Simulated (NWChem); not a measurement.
**AlCl (aluminium monochloride) at BP86/6-31+G(d) (spherical functions)**

What is the electronic atomisation energy of AlCl (aluminium monochloride) at BP86/6-31+G* (spherical functions)? 

Program for the calculation: NWChem 7.3.0.

2 further runs of the same task are left out: 2 set aside as unsound or not needed.

### 1 The molecule

AlCl has 2 atoms, charge 0, and is taken as a singlet. SMILES: `[Al][Cl]`. The bond length is the measured one.

Bond lengths: Al1–Cl2 2.130 Å.

### 2 The energy at BP86/6-31+G(d) (spherical functions)

Contents of alcl.nw:

```
start alcl
memory stack 880 mb heap 220 mb global 1100 mb

geometry units au noautosym nocenter noautoz
Al   0.00000000   0.00000000   0.00000000
Cl   0.00000000   0.00000000   4.02533018
end

basis spherical bse
Al library 6-31+G*
Cl library 6-31+G*
end

dft
xc becke88 perdew86
grid fine
convergence energy 1e-08
iterations 100
mulliken
print low
end

task dft
```

Launch:

```
$ nwchem alcl.nw > alcl.out
```

Standard output:

```text
[...]
 d= 0,ls=0.0,diis     1   -702.6766831597 -7.58D+02  2.93D-02  2.18D-01     0.7
[...]
 d= 0,ls=0.0,diis     8   -702.7088757291 -1.40D-09  3.04D-06  8.85D-09     2.9
         Total DFT energy =     -702.708875729081
      One electron energy =    -1081.977159554755
           Coulomb energy =      371.299299550500
    Exchange-Corr. energy =      -46.933344258779
 Nuclear repulsion energy =       54.902328533954
[...]
      Total Density - Mulliken Population Analysis
     ---------------------------------------------
    Atom       Charge   Shell Charges
 -----------   ------   -------------------------------------------------------
    1 Al  13    12.82   2.00  2.00  5.95  1.28  0.65  0.81 -0.01  0.03  0.01  0.09
    2 Cl  17    17.18   2.00  2.00  5.97  1.41  3.64  0.54  1.63 -0.07  0.06  0.01
[...]
```

It took 3.9 s on 1 thread of Intel Xeon Platinum 8488C (Sapphire Rapids), shared host; peak memory 0.1 GiB.

### 3 The Al atom, same level

Contents of geom.nw:

```
echo
start geom
title "aluminium monochloride"
memory total 2200 mb
charge 0

geometry noautosym nocenter noautoz
  Al     0.000000     0.000000     0.000000
end

basis "ao basis" spherical bse
  * library 6-31+G*
end

dft
  xc becke88 perdew86
  mult 2
  grid fine
  convergence energy 1e-08
  maxiter 100
  mulliken
  print low
end

task dft energy
```

Run the same way, it converges to -242.36336 Eh (log not shown).

### 4 The Cl atom at the same level

Contents of run.xyz:

```xyz
1
Cl
Cl     0.000000     0.000000     0.000000
```

Contents of run.nw:

```
start run
title "Cl"
memory 2200 mb

geometry noautosym nocenter noautoz
 load run.xyz
end

basis spherical bse
 * library 6-31+G*
end

dft
 xc becke88 perdew86
 mult 2
 grid fine
 convergence energy 1e-08
 iterations 100
 mulliken
 noprint "final vectors analysis"
end

task dft energy
```

Run the same way, it converges to -460.15795 Eh (log not shown).

### 5 Outcome

Level: BP86/6-31+G* (spherical functions).

| quantity | value |
| --- | --- |
| molecule: total energy | -702.70888 Eh |
| Al atom: total energy | -242.36336 Eh |
| Al atom: ⟨S²⟩ | 0.752 |
| Cl atom: total energy | -460.15795 Eh |
| Cl atom: ⟨S²⟩ | 0.751 |
| electronic atomisation energy | 5.104 eV |

Taking the molecule apart into free atoms costs 5.10 eV (492 kJ/mol), before zero-point energy and without spin-orbit coupling.
